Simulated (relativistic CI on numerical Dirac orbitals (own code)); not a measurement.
**Ta⁸⁺: one ion under different settings**

Aim: see what numerical and physical settings do to the SCF, the total energy and the lowest levels of Ta⁸⁺.

Method: Dirac-Coulomb-Breit CI, KLI orbitals optimised for each configuration, model QED (radiative potential, 1s self-energy scaled to tabulated hydrogen-like ionisation energies), numerical settings as typed. Code: relativistic CI on numerical Dirac orbitals (own code) version 3.

### Step 1. What is computed

* ion: Ta⁸⁺ (Ta IX)
* nuclear charge: 73
* electrons: 65
* isotope: A = 181

### Step 2. Usual settings

Input settings:

```ini
atom Ta  Z=73  charge=8  electrons=65
nucleus A=181  rms_radius_fm=5.3507
hamiltonian dirac-coulomb  breit=on  qed=on  c_scale=1
orbitals kli  potential=per-configuration
slater_scale 1
correlation none
mixing on
grid step=0.0125 r_max=22.4
scf mixing=0.4 start=green max_iterations=150 tolerance=2e-08 node_fill=0.05
configurations
  [Kr] 4d10 4f13 5s2 5p4
  [Xe] 4f11
  [Kr] 4d10 4f12 5s2 5p5
  [Kr] 4d10 4f14 5s2 5p3
  [Kr] 4d10 4f13 5s 5p5
end
```

Launch:

```bash
> python run_levels.py task.json out
```

One command runs all members of the session, one after another, from task.json.

### Step 3. Tolerance 1e-05

Settings: those of step 2 with these lines changed.

```diff
@@ -8,3 +8,3 @@
 grid step=0.0125 r_max=22.4
-scf mixing=0.4 start=green max_iterations=150 tolerance=2e-08 node_fill=0.05
+scf mixing=0.4 start=green max_iterations=150 tolerance=1e-05 node_fill=0.05
 configurations
```

### Step 4. Nuclear radius 4.8156, iteration limit 30, Slater scale 0.6

Input settings:

```ini
atom Ta  Z=73  charge=8  electrons=65
nucleus A=181  rms_radius_fm=4.8156
hamiltonian dirac-coulomb  breit=on  qed=on  c_scale=1
orbitals kli  potential=per-configuration
slater_scale 0.6
correlation none
mixing on
grid step=0.0125 r_max=22.4
scf mixing=0.4 start=green max_iterations=30 tolerance=2e-08 node_fill=0.05
configurations
  [Kr] 4d10 4f13 5s2 5p4
  [Xe] 4f11
  [Kr] 4d10 4f12 5s2 5p5
  [Kr] 4d10 4f14 5s2 5p3
  [Kr] 4d10 4f13 5s 5p5
end
```

### Step 5. Speed-of-light factor 0.8

Input settings:

```ini
atom Ta  Z=73  charge=8  electrons=65
nucleus A=181  rms_radius_fm=5.3507
hamiltonian dirac-coulomb  breit=on  qed=on  c_scale=0.8
orbitals kli  potential=per-configuration
slater_scale 1
correlation none
mixing on
grid step=0.0125 r_max=22.4
scf mixing=0.4 start=green max_iterations=150 tolerance=2e-08 node_fill=0.05
configurations
  [Kr] 4d10 4f13 5s2 5p4
  [Xe] 4f11
  [Kr] 4d10 4f12 5s2 5p5
  [Kr] 4d10 4f14 5s2 5p3
  [Kr] 4d10 4f13 5s 5p5
end
```

### Step 6. QED terms off, potential mixing 0.2

Input settings:

```ini
atom Ta  Z=73  charge=8  electrons=65
nucleus A=181  rms_radius_fm=5.3507
hamiltonian dirac-coulomb  breit=on  qed=off  c_scale=1
orbitals kli  potential=per-configuration
slater_scale 1
correlation none
mixing on
grid step=0.0125 r_max=22.4
scf mixing=0.2 start=green max_iterations=150 tolerance=2e-08 node_fill=0.05
configurations
  [Kr] 4d10 4f13 5s2 5p4
  [Xe] 4f11
  [Kr] 4d10 4f12 5s2 5p5
  [Kr] 4d10 4f14 5s2 5p3
  [Kr] 4d10 4f13 5s 5p5
end
```

### Step 7. Nuclear radius 5350.7

Input settings:

```ini
atom Ta  Z=73  charge=8  electrons=65
nucleus A=181  rms_radius_fm=5350.7000
hamiltonian dirac-coulomb  breit=on  qed=on  c_scale=1
orbitals kli  potential=per-configuration
slater_scale 1
correlation none
mixing on
grid step=0.0125 r_max=22.4
scf mixing=0.4 start=green max_iterations=79 tolerance=2e-08 node_fill=0.05
configurations
  [Kr] 4d10 4f13 5s2 5p4
  [Xe] 4f11
  [Kr] 4d10 4f12 5s2 5p5
  [Kr] 4d10 4f14 5s2 5p3
  [Kr] 4d10 4f13 5s 5p5
end
```

(Steps that only read results are left out.)

What does the calculation give? Wanted: lowest level, usual settings; total energy; first excitation.

As calculated:

| setting | total energy less usual (Ha) | largest shift of a level among the lowest eight of both runs, same label and place (cm⁻¹) | SCF iterations | time | lowest level | kind of change |
| --- | --- | --- | --- | --- | --- | --- |
| usual | 0 | 0 | 78 | 0.56 s | 4f13 5s2 5p4 [4f7/2^7 5p3/2^2] J=9/2° | - |
| tolerance 1e-05 | 2.49e-06 | 0.223 | 63 | 0.51 s | 4f13 5s2 5p4 [4f7/2^7 5p3/2^2] J=9/2° | numerical |
| nuclear radius 4.8156, iteration limit 30, Slater scale 0.6 | -0.332 | 3460 | 78 | 0.56 s | 4f13 5s2 5p4 [4f7/2^7 5p3/2^2] J=9/2° | unphysical constant |
| speed-of-light factor 0.8 | -581 | - | 84 | 0.59 s | 4f11 5s2 5p6 4I°15/2 | unphysical constant |
| QED terms off, potential mixing 0.2 | -11.1 | 315 | 91 | 0.58 s | 4f13 5s2 5p4 [4f7/2^7 5p3/2^2] J=9/2° | model term |
| nuclear radius 5350.7 | 7.58e+03 | - | 57 | 0.48 s | 5p3 4S°3/2 | unsound |

| quantity | value |
| --- | --- |
| lowest level, usual settings | 4f13 5s2 5p4 [4f7/2^7 5p3/2^2] J=9/2° |
| total energy | -15571.8434 Ha |
| first excitation | 313.5 cm⁻¹ |

In words: The lowest level changes under «speed-of-light factor 0.8», «nuclear radius 5350.7». Among the runs whose levels can be followed, they move most under «nuclear radius 4.8156, iteration limit 30, Slater scale 0.6» (unphysical constant), by up to 3460 cm⁻¹. No visible change in the result comes from «tolerance 1e-05». Only the listed configurations are in the model. Low levels that differ in the count of f electrons can be misplaced by several ten thousand cm⁻¹.
